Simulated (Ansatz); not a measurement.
# CH7NOSi2: one species, many methods

How much do the methods differ for CH7NOSi2? The plan is to run it at one geometry with functionals of several rungs and with coupled cluster. The yardstick is the atomisation energy at the CCSD(T) limit.

Computed with Ansatz 0.2.0, Gaussian basis. Level: functionals in def2-TZVPP, the program's frozen cores in correlated methods.

Levels to be run: PBE-D4, r2SCAN-D4, PBE0-D4, B3LYP-D4, ωB97X-V, ωB97M-V, B2PLYP; CCSD(T)/def2-TZVPP; MP2/def2-QZVPP; extrapolation to the limit.

### 1 The relaxed structure

The geometry comes from an earlier relaxation with PBE0-D4 in a triple-zeta def2 set; it is a stationary point, not always the lowest conformer.

SMILES `N=C([SiH3])O[SiH3]`, 12 atoms, charge 0, spin multiplicity 1.

Atoms are counted from 1 here; the program's logs count them from 0.

Bond lengths: N1–C2 1.266 Å, N1–H6 1.015 Å, C2–Si3 1.901 Å, C2–O4 1.346 Å, Si3–H7 1.483 Å, Si3–H8 1.483 Å, Si3–H9 1.485 Å, O4–Si5 1.693 Å, Si5–H10 1.480 Å, Si5–H11 1.482 Å, Si5–H12 1.480 Å. Angles: C2–N1–H6 112.7°, N1–C2–Si3 128.3°, N1–C2–O4 118.4°, Si3–C2–O4 113.3°, C2–Si3–H7 109.4°, C2–Si3–H8 109.4°, C2–Si3–H9 107.4°, H7–Si3–H8 109.9°, H7–Si3–H9 110.4°, H8–Si3–H9 110.4°, C2–O4–Si5 117.6°, O4–Si5–H10 111.4°, O4–Si5–H11 101.9°, O4–Si5–H12 111.5°, H10–Si5–H11 110.0°, H10–Si5–H12 111.7°, H11–Si5–H12 110.0°.

### 2 PBE-D4 (GGA)

in.yaml

```yaml
crystal:
  periodic: [false, false, false]
  atoms:
    - {symbol: N, position_ang: [0.116527, 1.378942, 0.397347]}
    - {symbol: C, position_ang: [-0.035572, 0.122212, 0.395107]}
    - {symbol: Si, position_ang: [-0.394552, -1.024256, 1.867807]}
    - {symbol: O, position_ang: [0.059549, -0.532214, -0.776762]}
    - {symbol: Si, position_ang: [0.375483, 0.384299, -2.164219]}
    - {symbol: H, position_ang: [0.027563, 1.783208, 1.323778]}
    - {symbol: H, position_ang: [0.701798, -2.014372, 1.999565]}
    - {symbol: H, position_ang: [-1.682322, -1.724900, 1.643267]}
    - {symbol: H, position_ang: [-0.472881, -0.174229, 3.082422]}
    - {symbol: H, position_ang: [-0.714842, 1.347010, -2.435998]}
    - {symbol: H, position_ang: [0.405413, -0.657952, -3.217758]}
    - {symbol: H, position_ang: [1.690836, 1.056853, -2.080655]}
basis:
  gaussian: {orbitals: def2-TZVPP}
hamiltonian: {xc: pbe, dispersion: d4}
output: {forces: true, orbitals: {seedname: orbitals}}
```

On the command line:

```sh
$ ansatz run in.yaml --threads 4 --pin off --events-out ev --progress --plain --max-ram 10444MiB
```

The runs that follow: r2SCAN-D4 (meta-GGA); PBE0-D4 (hybrid); B3LYP-D4 (hybrid); ωB97X-V (range-separated); ωB97M-V (range-separated); B2PLYP (double hybrid); CCSD(T) in def2-TZVPP; MP2 in def2-QZVPP.

**Question.** What will the summary of the whole plan be? Wanted: atomisation energy, CCSD(T)/CBS; farthest; mean size of error, hybrid; mean size of error, range-separated; gap, smallest and largest; T1 diagnostic; triples share of the correlation energy.

**Answer**, as computed:

| quantity | value |
| --- | --- |
| atomisation energy, CCSD(T)/CBS | 995.2 kcal/mol |
| functionals within 5.0 kcal/mol (0.5 %) | r2SCAN-D4, B3LYP-D4, ωB97M-V |
| farthest | B2PLYP (-11.8 kcal/mol) |
| mean size of error, hybrid | 4.9 kcal/mol |
| mean size of error, range-separated | 4.8 kcal/mol |
| gap, smallest and largest | 4.91 eV (PBE-D4), 12.02 eV (ωB97X-V) |
| T1 diagnostic | 0.0143 |
| triples share of the correlation energy | 4.0 % |

In words: PBE-D4 misses by +11.0 kcal/mol. Double hybrids carry the basis error of their MP2 part in triple zeta, and no dispersion term here, so their miss is partly the set-up's. The reference freezes the cores and leaves out relativity and excitations past (T), so misses under about 5.0 kcal/mol can't be ranked. Hartree-Fock recovers 71 % of the binding; the rest is correlation. Orbital gaps span 4.9 to 12.0 eV; exact exchange widens them.
